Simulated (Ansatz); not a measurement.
**C2H6O2Si: one species, many methods**

The task here is to estimate one member of a computed series from the others.

Program: Ansatz 0.2.0, Gaussian basis. Level of theory: functionals in def2-TZVPP, the program's frozen cores in correlated methods. These are calculated values, not measurements.

Plan: LDA (SPW92), PBE-D4, revPBE-D4, BLYP-D4, r2SCAN-D4, B97M-V, PBE0-D4, B3LYP-D4, r2SCANh-D4, r2SCAN0-D4, HSE06-D4, BHLYP-D4, CAM-B3LYP-D4, LC-ωPBE, ωB97X-V, ωB97M-V, B2PLYP, PBE-QIDH; CCSD(T)/def2-SVP; CCSD(T)/def2-TZVPP; MP2/def2-QZVPP; extrapolation to the limit; RPA on PBE.

## Structure used throughout

The geometry comes from an earlier relaxation with PBE0-D4 in a triple-zeta def2 set; it is a stationary point, not always the lowest conformer.

11 atoms, charge 0, spin multiplicity 1.

Atoms are counted from 1 here; the program's logs count them from 0.

Bond lengths: C1–Si2 1.858 Å, C1–H6 1.092 Å, C1–H7 1.092 Å, C1–H8 1.092 Å, Si2–C3 1.926 Å, Si2–H9 1.486 Å, Si2–H10 1.486 Å, C3–O4 1.204 Å, C3–O5 1.346 Å, O5–H11 0.971 Å. Angles: Si2–C1–H6 110.3°, Si2–C1–H7 110.4°, Si2–C1–H8 111.0°, H6–C1–H7 107.9°, H6–C1–H8 108.6°, H7–C1–H8 108.6°, C1–Si2–C3 107.6°, C1–Si2–H9 112.7°, C1–Si2–H10 112.6°, C3–Si2–H9 107.5°, C3–Si2–H10 107.4°, H9–Si2–H10 108.8°, Si2–C3–O4 124.0°, Si2–C3–O5 113.8°, O4–C3–O5 122.2°, C3–O5–H11 107.1°.

Geometry (Å):

```mol
C2H6O2Si
  3D, bonds by distance, orders not assigned

 11 10  0  0  0  0  0  0  0  0999 V2000
   -1.1154    1.2884    0.3863 C   0  0
    0.5080    0.3893    0.4795 Si  0  0
    0.3697   -1.1813   -0.6259 C   0  0
   -0.6184   -1.4867   -1.2416 O   0  0
    1.4904   -1.9257   -0.6543 O   0  0
   -1.9255    0.6460    0.7370 H   0  0
   -1.3342    1.5709   -0.6454 H   0  0
   -1.0981    2.1925    0.9985 H   0  0
    1.6416    1.1993   -0.0370 H   0  0
    0.8326   -0.0642    1.8569 H   0  0
    1.3146   -2.6853   -1.2335 H   0  0
  1  2  8  0
  2  3  8  0
  3  4  8  0
  3  5  8  0
  1  6  8  0
  1  7  8  0
  1  8  8  0
  2  9  8  0
  2 10  8  0
  5 11  8  0
M  END
```

Set-up of the first run:

in.yaml

```yaml
crystal:
  periodic: [false, false, false]
  atoms:
    - {symbol: C, position_ang: [-1.115381, 1.288360, 0.386267]}
    - {symbol: Si, position_ang: [0.508040, 0.389285, 0.479546]}
    - {symbol: C, position_ang: [0.369675, -1.181326, -0.625883]}
    - {symbol: O, position_ang: [-0.618389, -1.486715, -1.241625]}
    - {symbol: O, position_ang: [1.490369, -1.925665, -0.654256]}
    - {symbol: H, position_ang: [-1.925523, 0.646049, 0.737040]}
    - {symbol: H, position_ang: [-1.334209, 1.570887, -0.645351]}
    - {symbol: H, position_ang: [-1.098053, 2.192529, 0.998478]}
    - {symbol: H, position_ang: [1.641600, 1.199303, -0.037028]}
    - {symbol: H, position_ang: [0.832609, -0.064240, 1.856865]}
    - {symbol: H, position_ang: [1.314564, -2.685267, -1.233453]}
basis:
  gaussian: {orbitals: def2-TZVPP}
hamiltonian: {xc: lda}
output: {orbitals: {seedname: orbitals}}
```

Steps of the session up to this table: LDA; PBE-D4 (GGA); revPBE-D4 (GGA); BLYP-D4 (GGA); r2SCAN-D4 (meta-GGA); B97M-V (meta-GGA); PBE0-D4 (hybrid); B3LYP-D4 (hybrid); r2SCANh-D4 (hybrid); r2SCAN0-D4 (hybrid); HSE06-D4 (hybrid); BHLYP-D4 (hybrid); CAM-B3LYP-D4 (range-separated); LC-ωPBE (range-separated); ωB97X-V (range-separated); ωB97M-V (range-separated); B2PLYP (double hybrid); PBE-QIDH (double hybrid).

One of the session's tables, all rows but one given; the rest of the session is left out.

It belongs to the step «Frontier levels by functional». 

```
  functional  HOMO (eV)  gap (eV)
 LDA (SPW92)      -6.46      4.55
      PBE-D4      -6.27      4.60
   revPBE-D4      -6.19      4.62
     BLYP-D4      -6.18      4.64
   r2SCAN-D4      -6.55      5.09
      B97M-V      -6.69      5.24
     PBE0-D4      -7.78      7.19
    B3LYP-D4          ?         ?
  r2SCANh-D4      -7.13      6.06
  r2SCAN0-D4      -8.00      7.52
    HSE06-D4      -7.38      6.40
    BHLYP-D4      -9.28      9.86
CAM-B3LYP-D4      -9.24      9.86
     LC-ωPBE     -10.52     12.37
     ωB97X-V     -10.21     11.96
     ωB97M-V     -10.13     11.77
```

Estimate the missing values for B3LYP-D4.

Worked estimate for «HOMO (eV)». Against the share of exact exchange, BLYP-D4 (0, -6.18), BHLYP-D4 (0.5, -9.28) give a slope of -6.20 per unit share; at 0.2 the line stands at -7.42.

**Answer.** HOMO (eV): -7.56; gap (eV): 6.72. In «HOMO (eV)» the line misses by +0.14.
